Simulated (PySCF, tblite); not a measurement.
# C28H32: electronic excitations, NMR shifts

What do calculations give for the electronic excitations, NMR shifts of C28H32 (`c1ccc([C@]23[C@@]45C[C@@H]6C[C@@H]7[C@H]4[C@@H]4C[C@@H](C[C@]28C[C@H]2C[C@H]([C@@H]7[C@@]3(C2)C6)[C@H]48)C5)cc1`)?

Computed with tblite 0.8.0 and PySCF 2.14.0 and routines of our own; the level stands in each step. Atoms count from 0.

### 1 The starting structure

60 atoms, charge 0, multiplicity 1; geometry from: force field, distance geometry or constructed start.

### 2 Relaxing the molecule with GFN2-xTB

What the job is given:

```
{"job": {"kind": "relax", "xc": "GFN2-xTB", "basis": "xTB"}, "charge": 0, "multiplicity": 1}
C     -0.340100     2.042000    -4.488300
C      0.842800     2.075100    -3.796900
C      0.946200     1.487000    -2.511000
C     -0.129400     0.852200    -1.858400
C     -0.018700     0.176600    -0.379000
C     -1.032200     0.839600     0.660500
C     -0.663500     2.334800     0.831900
C      0.762200     2.487600     1.422100
C      0.821200     1.819100     2.795400
C      0.502600     0.331400     2.652400
C     -0.906700     0.158500     2.079000
C     -1.252200    -1.339700     1.999300
C     -2.685400    -1.530400     1.498400
C     -2.802000    -0.901800     0.097700
C     -2.509100     0.617900     0.267500
C     -1.816700    -1.661400    -0.815800
C     -0.351600    -1.383200    -0.401500
C      0.686200    -2.110800    -1.292400
C      2.108800    -1.953000    -0.703100
C      2.161300    -2.582300     0.689100
C      1.169600    -1.854700     1.603200
C      1.493500    -0.356100     1.695700
C      1.458900     0.319300     0.274000
C      1.812100     1.804000     0.527200
C      2.511300    -0.472100    -0.563600
C     -0.251800    -2.007100     1.046300
C     -1.314100     0.855500    -2.617500
C     -1.431000     1.431000    -3.894200
H     -0.424900     2.491500    -5.473900
H      1.721100     2.548700    -4.225100
H      1.930100     1.584600    -2.084900
H     -1.385200     2.819300     1.508000
H     -0.733700     2.868300    -0.120400
H      0.998400     3.548700     1.527700
H      0.103700     2.297600     3.474400
H      1.813300     1.956600     3.236800
H      0.564600    -0.132800     3.639100
H     -1.611500     0.640400     2.771600
H     -1.170400    -1.795100     2.995800
H     -2.934400    -2.595700     1.456100
H     -3.395000    -1.071600     2.191300
H     -3.821500    -1.041700    -0.264100
H     -2.796000     1.198700    -0.606400
H     -3.157700     1.011900     1.055300
H     -2.022400    -2.738300    -0.737500
H     -1.992100    -1.465200    -1.882200
H      0.666400    -1.722500    -2.317600
H      0.439600    -3.172100    -1.359900
H      2.828400    -2.466300    -1.357200
H      1.913400    -3.649700     0.632100
H      3.171700    -2.522800     1.102200
H      1.234700    -2.310100     2.599600
H      2.504400    -0.252300     2.117400
H      2.796600     1.865700     1.012000
H      1.920600     2.412300    -0.366900
H      2.680100    -0.084400    -1.565200
H      3.497700    -0.410200    -0.074900
H     -0.478900    -3.071900     0.993200
H     -2.235400     0.407700    -2.269000
H     -2.384000     1.392800    -4.418900
```

Started as:

```sh
> OMP_NUM_THREADS=2 python large_run.py task.json out
```

One launch serves the whole session: the jobs run in the order shown.

Standard output:

```text
step      E/eV     max force
  0   -2079.74689    1.387
  1   -2079.83994    0.657
  2   -2079.90629    0.547
  3   -2080.03117    0.693
  4   -2080.08755    0.517
  5   -2080.12109    0.274
  6   -2080.13963    0.218
  7   -2080.16063    0.352
  8   -2080.17380    0.242
  9   -2080.18128    0.132
 10   -2080.18636    0.132
 11   -2080.19201    0.211
 12   -2080.19756    0.191
 13   -2080.20189    0.091
 14   -2080.20491    0.083
 15   -2080.20737    0.091
 16   -2080.20956    0.091
 17   -2080.21135    0.060
 18   -2080.21271    0.057
 19   -2080.21374    0.058
 20   -2080.21450    0.049
 21   -2080.21498    0.034
 22   -2080.21528    0.025
 23   -2080.21550    0.026
 24   -2080.21569    0.029
 25   -2080.21586    0.022
 26   -2080.21604    0.020
 27   -2080.21621    0.026
 28   -2080.21636    0.020
 29   -2080.21647    0.015
```

Run time: 1.2 s. Hardware: 2 threads of Arm Neoverse V1, shared host; peak memory 0.18 GiB.

Relaxation path:

| step | energy from step 0 (eV) | largest force (eV/Å) |
| --- | --- | --- |
| 0 | 0.0000 | 1.3871 |
| 1 | -0.0930 | 0.6566 |
| 2 | -0.1594 | 0.5474 |
| 3 | -0.2843 | 0.6934 |
| 4 | -0.3407 | 0.5175 |
| 5 | -0.3742 | 0.2742 |
| 6 | -0.3927 | 0.2184 |
| 7 | -0.4137 | 0.3521 |
| 8 | -0.4269 | 0.2421 |
| 9 | -0.4344 | 0.1317 |
| 11 | -0.4451 | 0.2117 |
| 12 | -0.4507 | 0.1906 |
| 14 | -0.4580 | 0.0829 |
| 15 | -0.4605 | 0.0914 |
| 17 | -0.4645 | 0.0607 |
| 18 | -0.4658 | 0.0564 |
| 20 | -0.4676 | 0.0491 |
| 21 | -0.4681 | 0.0341 |
| 23 | -0.4686 | 0.0257 |
| 25 | -0.4690 | 0.0221 |
| 26 | -0.4691 | 0.0201 |
| 27 | -0.4693 | 0.0257 |
| 28 | -0.4695 | 0.0196 |
| 29 | -0.4696 | 0.0150 |

Distances of close pairs at the start and the end, largest changes first:

| bond | before (Å) | after (Å) | change (Å) |
| --- | --- | --- | --- |
| C3–C4 | 1.630 | 1.557 | -0.073 |
| C4–C22 | 1.622 | 1.563 | -0.059 |
| C16–C25 | 1.580 | 1.541 | -0.038 |
| C5–C10 | 1.579 | 1.541 | -0.037 |
| C4–C5 | 1.596 | 1.559 | -0.037 |
| C4–C16 | 1.595 | 1.559 | -0.036 |
| C1–C2 | 1.418 | 1.385 | -0.033 |
| C21–C22 | 1.574 | 1.545 | -0.029 |

The next job starts from the end point, and lists it.

### 3 Electronic excitations: TDA PBE0/def2-SVP

What the job is given:

```
{"job": {"kind": "uv", "basis": "def2-SVP", "grid": 1, "kgrid": 0, "vcut": 1.5, "nstates": 6, "ntriplets": 2, "tda": true, "delta": [], "pop": true, "xc": "PBE0"}, "charge": 0, "multiplicity": 1}
C     -0.341551     1.994559    -4.382531
C      0.843238     2.017190    -3.677686
C      0.940321     1.444534    -2.420420
C     -0.122904     0.809381    -1.768272
C     -0.012543     0.166134    -0.354431
C     -1.003643     0.820722     0.655134
C     -0.651576     2.303973     0.800068
C      0.748953     2.459236     1.397242
C      0.812621     1.816166     2.776517
C      0.506482     0.332936     2.616829
C     -0.893172     0.163595     2.044907
C     -1.247563    -1.318216     1.962161
C     -2.674363    -1.511240     1.459184
C     -2.769358    -0.876537     0.072597
C     -2.466747     0.619418     0.246410
C     -1.782350    -1.631270    -0.830725
C     -0.341221    -1.357262    -0.387581
C      0.676252    -2.061703    -1.289571
C      2.083563    -1.929267    -0.703107
C      2.146067    -2.569170     0.677522
C      1.165075    -1.833217     1.580156
C      1.481119    -0.342536     1.656698
C      1.418971     0.308940     0.256598
C      1.784876     1.787705     0.496520
C      2.467104    -0.455504    -0.576996
C     -0.242592    -1.975664     1.020742
C     -1.305291     0.809183    -2.518965
C     -1.416441     1.378075    -3.777449
H     -0.423029     2.439608    -5.363007
H      1.720304     2.486479    -4.100980
H      1.913183     1.530292    -1.981647
H     -1.380530     2.793450     1.451651
H     -0.694928     2.792928    -0.176320
H      0.985404     3.526913     1.477416
H      0.086966     2.277354     3.450863
H      1.807263     1.955087     3.207072
H      0.563616    -0.160367     3.595606
H     -1.608309     0.666274     2.708394
H     -1.151846    -1.766334     2.959525
H     -2.914148    -2.576353     1.411816
H     -3.381263    -1.040500     2.146904
H     -3.785560    -0.996649    -0.321816
H     -2.722243     1.214175    -0.625604
H     -3.103208     0.994965     1.054708
H     -1.978805    -2.702487    -0.715005
H     -1.920252    -1.422763    -1.887511
H      0.648508    -1.625477    -2.291161
H      0.417844    -3.120373    -1.379279
H      2.795607    -2.426894    -1.371881
H      1.882867    -3.628222     0.624121
H      3.160237    -2.494779     1.077056
H      1.202752    -2.262453     2.589640
H      2.501619    -0.214710     2.038572
H      2.765961     1.830766     0.979445
H      1.851632     2.372516    -0.413891
H      2.593452    -0.065877    -1.580644
H      3.436889    -0.376000    -0.076430
H     -0.479907    -3.043405     0.932807
H     -2.209216     0.363026    -2.161579
H     -2.370278     1.330544    -4.283915
```

Method: TDA PBE0/def2-SVP, vertical, gas phase, core orbitals frozen in the response, virtual orbitals cut by energy.

Standard output:

```text
start: PBE on a coarse grid of 45513 points
cycle   1  E = -1083.5314994231  dE =  3.959e+00  |g| = 1.006e+00  |ddm| = 1.004e+01
cycle   2  E = -1082.9658756959  dE =  5.656e-01  |g| = 1.814e+00  |ddm| = 4.696e+00
cycle   3  E = -1083.8000518877  dE = -8.342e-01  |g| = 3.921e-01  |ddm| = 3.938e+00
cycle   4  E = -1083.8311136156  dE = -3.106e-02  |g| = 1.309e-01  |ddm| = 1.017e+00
cycle   5  E = -1083.8345499011  dE = -3.436e-03  |g| = 6.151e-02  |ddm| = 2.563e-01
cycle   6  E = -1083.8354751756  dE = -9.253e-04  |g| = 2.047e-02  |ddm| = 1.209e-01
cycle   7  E = -1083.8355812201  dE = -1.060e-04  |g| = 4.139e-03  |ddm| = 3.611e-02
final grid: 192374 points
cycle   8  E = -1084.2809833914  dE = -1.448e-02  |g| = 4.897e-02  |ddm| = 1.737e+00
cycle   9  E = -1084.2806742710  dE =  3.091e-04  |g| = 6.148e-02  |ddm| = 1.698e-01
cycle  10  E = -1084.2815834712  dE = -9.092e-04  |g| = 1.422e-02  |ddm| = 1.344e-01
cycle  11  E = -1084.2816257705  dE = -4.230e-05  |g| = 4.464e-03  |ddm| = 3.783e-02
cycle  12  E = -1084.2816311554  dE = -5.385e-06  |g| = 1.368e-03  |ddm| = 7.756e-03
cycle  13  E = -1084.2816320558  dE = -9.004e-07  |g| = 6.107e-04  |ddm| = 3.191e-03
cycle  14  E = -1084.2816310504  dE =  1.005e-06  |g| = 8.528e-05  |ddm| = 1.126e-03
converged SCF energy = -1084.2816310504

Static polarisability (au): isotropic 256.841, principal 227.330 255.033 288.159

Singlet excitations
state   eV       nm        f      main configurations
  1   5.4996    225.4   0.00033   H-2->L 0.48, H->L+1 0.42
  2   5.9799    207.3   0.07073   H->L 0.80, H-4->L 0.12
  3   6.0984    203.3   0.00118   H-1->L 0.96
  4   6.2156    199.5   0.00176   H-3->L 0.96
  5   6.3633    194.8   0.00002   H-1->L+1 0.97
  6   6.3783    194.4   0.01183   H-4->L+1 0.54, H->L+1 0.36

Triplet excitations (Tamm-Dancoff, eV): 4.1089 4.7855
```

Run time: 2 min. Hardware: 2 threads of Arm Neoverse V1, shared host; peak memory 1.8 GiB.

Frontier orbitals and where they lie:

| orbital | eV | atoms |
| --- | --- | --- |
| HOMO−4 | -7.27 | C3 12 %, C0 11 %, C26 6 % |
| HOMO−3 | -7.27 | C22 6 %, C21 6 %, C16 5 % |
| HOMO−2 | -7.08 | C27 26 %, C2 24 %, C1 22 % |
| HOMO−1 | -7.06 | C14 6 %, C15 6 %, C9 6 % |
| HOMO | -6.77 | C0 16 %, C3 15 %, C2 7 % |
| LUMO | -0.11 | C3 29 %, C0 28 %, C26 9 % |
| LUMO+1 | 0.09 | C27 23 %, C2 22 %, C1 22 % |
| LUMO+2 | 1.34 | H52 6 %, H57 6 %, H37 6 % |
| LUMO+3 | 1.96 | H59 12 %, H41 11 %, H58 9 % |

With each of the 6 states as a Gaussian band of 0.4 eV half-width at 1/e, the curve within the window shown has maxima at 207 nm (ε 3,200) L/(mol cm). Beyond the last state computed it falls off for lack of states. The curve at chosen wavelengths:

nm, ε (L/mol/cm) and a bar:
```
      186        434 ####
      189        743 #######
      191       1012 ##########
      194       1501 ##############
      197       2049 ###################
      199       2409 #######################
      202       2860 ###########################
      205       3119 ##############################
      207       3154 ##############################
      210       2995 ############################
      213       2629 #########################
      215       2313 ######################
      218       1801 #################
      221       1313 ############
      224        902 #########
      226        681 ######
      229        429 ####
      232        258 ##
      234        180 ##
      237        102 #
      240         56 #
      242         38 
      245         20 
      248         11 
      250          7 
      253          4
```

Ground-state properties from the same run:

| property | computed |
| --- | --- |
| dipole moment (D) | 0.15 |
| polarisability (Å³) | 38.06 |
| HOMO–LUMO gap (eV) | 6.66 |
| −ε(HOMO) (eV) | 6.77 |

### 4 NMR shifts: GIAO KT3/pcSseg-1

The job, as its differences from that of step 3:

```diff
@@ -1,2 +1,2 @@
-{"job": {"kind": "uv", "basis": "def2-SVP", "grid": 1, "kgrid": 0, "vcut": 1.5, "nstates": 6, "ntriplets": 2, "tda": true, "delta": [], "pop": true, "xc": "PBE0"}, "charge": 0, "multiplicity": 1}
+{"job": {"kind": "nmr", "xc": "KT3", "basis": "pcSseg-1", "pop": false}, "charge": 0, "multiplicity": 1}
 C     -0.341551     1.994559    -4.382531
```

Method: GIAO KT3/pcSseg-1 NMR shielding, non-relativistic, gas phase.

Standard output:

```text
start: PBE on a coarse grid of 45513 points
cycle   1  E = -1084.1368490024  dE =  4.180e+00  |g| = 1.079e+00  |ddm| = 8.161e+00
cycle   2  E = -1083.4796723410  dE =  6.572e-01  |g| = 1.953e+00  |ddm| = 3.894e+00
cycle   3  E = -1084.4258029237  dE = -9.461e-01  |g| = 4.379e-01  |ddm| = 3.360e+00
cycle   4  E = -1084.4635814462  dE = -3.778e-02  |g| = 1.397e-01  |ddm| = 8.776e-01
cycle   5  E = -1084.4674568752  dE = -3.875e-03  |g| = 6.356e-02  |ddm| = 2.126e-01
cycle   6  E = -1084.4684177457  dE = -9.609e-04  |g| = 2.214e-02  |ddm| = 1.039e-01
cycle   7  E = -1084.4685409921  dE = -1.232e-04  |g| = 4.637e-03  |ddm| = 3.050e-02
final grid: 404566 points
cycle   8  E = -1104.1906852953  dE = -6.832e-02  |g| = 2.904e-02  |ddm| = 1.212e+00
cycle   9  E = -1104.1908157655  dE = -1.305e-04  |g| = 2.434e-02  |ddm| = 1.039e-01
cycle  10  E = -1104.1908729420  dE = -5.718e-05  |g| = 1.765e-02  |ddm| = 5.619e-02
cycle  11  E = -1104.1909440963  dE = -7.115e-05  |g| = 5.671e-03  |ddm| = 3.519e-02
cycle  12  E = -1104.1909539062  dE = -9.810e-06  |g| = 1.262e-03  |ddm| = 8.505e-03
cycle  13  E = -1104.1909542397  dE = -3.335e-07  |g| = 6.803e-04  |ddm| = 2.525e-03
cycle  14  E = -1104.1909554772  dE = -1.238e-06  |g| = 1.292e-04  |ddm| = 1.078e-03
cycle  15  E = -1104.1909532657  dE =  2.212e-06  |g| = 5.778e-05  |ddm| = 2.530e-04
converged SCF energy = -1104.1909532657

GIAO shielding tensors (ppm)
atom      isotropic    diamagn.    paramagn.     s11        s22        s33       span
  0 C       64.979     253.766    -188.787    -32.298     53.209    174.024    206.322
  1 C       64.607     248.200    -183.593    -36.849     61.703    168.967    205.816
  2 C       54.480     252.899    -198.419    -39.706     34.097    169.048    208.753
  3 C       49.618     244.302    -194.684    -29.186     19.562    158.478    187.664
  4 C      128.887     234.778    -105.890    115.005    132.037    139.621     24.616
  5 C      144.221     238.428     -94.207    138.462    146.712    147.490      9.028
  6 C      140.960     241.926    -100.967    128.970    139.488    154.422     25.452
  7 C      148.371     248.068     -99.697    142.542    146.120    156.451     13.909
  8 C      140.353     251.004    -110.651    134.407    141.224    145.429     11.022
  9 C      139.591     246.694    -107.103    128.903    136.352    153.516     24.613
 10 C      130.080     243.549    -113.469    115.069    132.102    143.067     27.998
 11 C      138.497     246.251    -107.754    129.111    134.851    151.529     22.419
 12 C      136.428     251.953    -115.525    125.833    141.620    141.830     15.998
 13 C      150.051     246.113     -96.062    144.812    145.388    159.955     15.143
 14 C      140.543     244.482    -103.938    123.626    141.769    156.235     32.608
 15 C      140.561     244.481    -103.920    123.637    141.791    156.254     32.617
 16 C      144.217     238.421     -94.203    138.461    146.705    147.486      9.025
 17 C      140.959     241.946    -100.986    128.957    139.482    154.440     25.482
 18 C      148.413     248.081     -99.668    142.583    146.185    156.472     13.889
 19 C      140.397     251.014    -110.618    134.440    141.276    145.473     11.033
 20 C      139.594     246.676    -107.082    128.900    136.350    153.533     24.633
 21 C      130.636     242.970    -112.334    112.319    135.117    144.470     32.151
 22 C      143.506     239.184     -95.679    138.722    139.977    151.817     13.095
 23 C      140.913     243.365    -102.452    126.659    144.193    151.887     25.227
 24 C      140.938     243.337    -102.399    126.689    144.220    151.905     25.217
 25 C      130.085     243.541    -113.456    115.083    132.137    143.036     27.953
 26 C       55.860     250.954    -195.094    -34.095     38.643    163.033    197.128
 27 C       64.272     247.883    -183.611    -36.946     60.592    169.170    206.116
 28 H       24.558      27.846      -3.288     21.243     26.001     26.431      5.188
 29 H       24.475      29.458      -4.983     20.338     24.813     28.273      7.936
 30 H       23.309      37.360     -14.052     17.890     19.555     32.481     14.591
 31 H       30.760      31.424      -0.664     26.489     29.204     36.588     10.099
 32 H       30.155      30.545      -0.389     26.281     31.679     32.506      6.225
 33 H       29.853      29.993      -0.139     25.363     26.213     37.984     12.622
 34 H       29.792      31.226      -1.435     26.074     26.852     36.449     10.375
 35 H       29.718      31.264      -1.546     26.235     26.476     36.444     10.210
 36 H       30.177      34.371      -4.194     25.536     28.451     36.545     11.009
 37 H       29.971      35.902      -5.932     26.230     29.393     34.289      8.059
 38 H       30.026      34.412      -4.386     25.070     28.737     36.271     11.200
 39 H       29.556      31.717      -2.161     26.096     26.444     36.128     10.032
 40 H       29.556      31.715      -2.160     26.096     26.442     36.129     10.033
 41 H       29.599      30.573      -0.974     24.834     25.858     38.105     13.271
 42 H       28.845      33.268      -4.424     23.868     29.153     33.512      9.644
 43 H       30.570      32.811      -2.240     27.592     28.248     35.872      8.280
 44 H       30.570      32.814      -2.244     27.588     28.249     35.875      8.286
 45 H       28.847      33.265      -4.418     23.873     29.153     33.515      9.642
 46 H       30.158      30.557      -0.399     26.282     31.682     32.509      6.226
 47 H       30.759      31.433      -0.673     26.488     29.201     36.589     10.102
 48 H       29.857      30.001      -0.144     25.365     26.217     37.989     12.623
 49 H       29.797      31.234      -1.437     26.077     26.857     36.456     10.378
 50 H       29.722      31.267      -1.546     26.236     26.479     36.450     10.214
 51 H       30.175      34.374      -4.199     25.532     28.450     36.543     11.011
 52 H       29.992      35.928      -5.936     26.669     29.050     34.257      7.588
 53 H       30.457      32.357      -1.901     26.800     28.414     36.156      9.356
 54 H       28.242      33.212      -4.970     22.044     29.091     33.590     11.546
 55 H       28.245      33.208      -4.963     22.050     29.090     33.595     11.545
 56 H       30.460      32.358      -1.899     26.803     28.416     36.159      9.356
 57 H       29.972      35.903      -5.931     26.230     29.396     34.290      8.060
 58 H       23.696      37.394     -13.698     18.662     20.450     31.976     13.314
 59 H       24.487      29.502      -5.014     20.333     24.649     28.480      8.147
```

Run time: 90 s. Hardware: 2 threads of Arm Neoverse V1, shared host; peak memory 1.5 GiB.

Shifts follow as δ = σ(reference) − σ, with reference shieldings (ppm) from runs at the same level and on the same kind of geometry: 1H TMS 31.76, 13C TMS 184.7. The references are single molecules in the gas phase. Atoms listed in one row are averaged.

| atoms | environment | σ (ppm) | δ (ppm) |
| --- | --- | --- | --- |
| C3 | substituted aromatic carbon | 49.6 | 135.1 |
| C2, C26 | aromatic CH | 55.2 | 129.5 |
| C1, C27 | aromatic CH | 64.4 | 120.2 |
| C0 | aromatic CH | 65.0 | 119.7 |
| C4 | quaternary sp3 carbon on an aromatic ring | 128.9 | 55.8 |
| C10, C21, C25 | sp3 CH in a ring | 130.3 | 54.4 |
| C8, C12, C19 | sp3 CH2 in a ring | 139.1 | 45.6 |
| C9, C11, C20 | sp3 CH in a ring | 139.2 | 45.5 |
| C6, C14, C15, C17, C23, C24 | sp3 CH2 in a ring | 140.8 | 43.9 |
| C5, C16, C22 | quaternary sp3 carbon in a ring | 144.0 | 40.7 |
| C7, C13, C18 | sp3 CH in a ring | 148.9 | 35.7 |
| H30, H58 | hydrogen on an aromatic CH | 23.50 | 8.25 |
| H29, H59 | hydrogen on an aromatic CH | 24.48 | 7.27 |
| H28 | hydrogen on an aromatic CH | 24.56 | 7.20 |
| H32, H42, H45, H46, H54, H55 | hydrogen on an sp3 CH2 in a ring | 29.08 | 2.67 |
| H34, H35, H39, H40, H49, H50 | hydrogen on an sp3 CH2 in a ring | 29.69 | 2.07 |
| H33, H41, H48 | hydrogen on an sp3 CH in a ring | 29.77 | 1.99 |
| H37, H52, H57 | hydrogen on an sp3 CH in a ring | 29.98 | 1.78 |
| H36, H38, H51 | hydrogen on an sp3 CH in a ring | 30.13 | 1.63 |
| H31, H43, H44, H47, H53, H56 | hydrogen on an sp3 CH2 in a ring | 30.60 | 1.16 |

Ring of atoms C0, C1, C2, C3, C26, C27: NICS(0) -8.6, NICS(1) -10.4, NICS(1)zz -26.2 ppm (means of both faces).

Ring of atoms C4, C5, C6, C7, C22, C23: NICS(0) -1.3, NICS(1) -1.2, NICS(1)zz -2.7 ppm (means of both faces). The ring holds saturated atoms, so no π current runs round it: these values come from its σ bonds, any local π bonds and neighbouring rings, and say nothing of aromaticity.

The two faces differ (NICS(1)zz 1.2 and -6.6 ppm, in the same order).

Ring of atoms C4, C5, C9, C10, C21, C22: NICS(0) -1.6, NICS(1) -1.6, NICS(1)zz -8.0 ppm (means of both faces). The ring holds saturated atoms, so no π current runs round it: these values come from its σ bonds, any local π bonds and neighbouring rings, and say nothing of aromaticity.

### 5 Results

```
                                                              quantity                                                                     value
                                        lowest singlet (PBE0/def2-SVP)                                               5.50 eV (225 nm), f = 0.000
                              brightest single state of those computed                                               state 2, 5.98 eV, f = 0.071
                                                        lowest triplet                                                                   4.11 eV
13C shifts against TMS (KT3/pcSseg-1, means over atoms taken as alike)  135.1, 129.5, 120.2, 119.7, 55.8, 54.4, 45.6, 45.5, 43.9, 40.7, 35.7 ppm
 1H shifts against TMS (KT3/pcSseg-1, means over atoms taken as alike)                  8.25, 7.27, 7.20, 2.67, 2.07, 1.99, 1.78, 1.63, 1.16 ppm
```

In words: The lowest singlet, at 5.50 eV, is HOMO−2→LUMO 0.48, HOMO→LUMO+1 0.42 and is dark; of the 6 states computed, the strongest absorption comes from state 2 at 5.98 eV. The lowest triplet lies 1.39 eV below the lowest singlet. NICS(1)zz of -26 ppm above the planar ring from C0 marks a diatropic (aromatic) ring current.
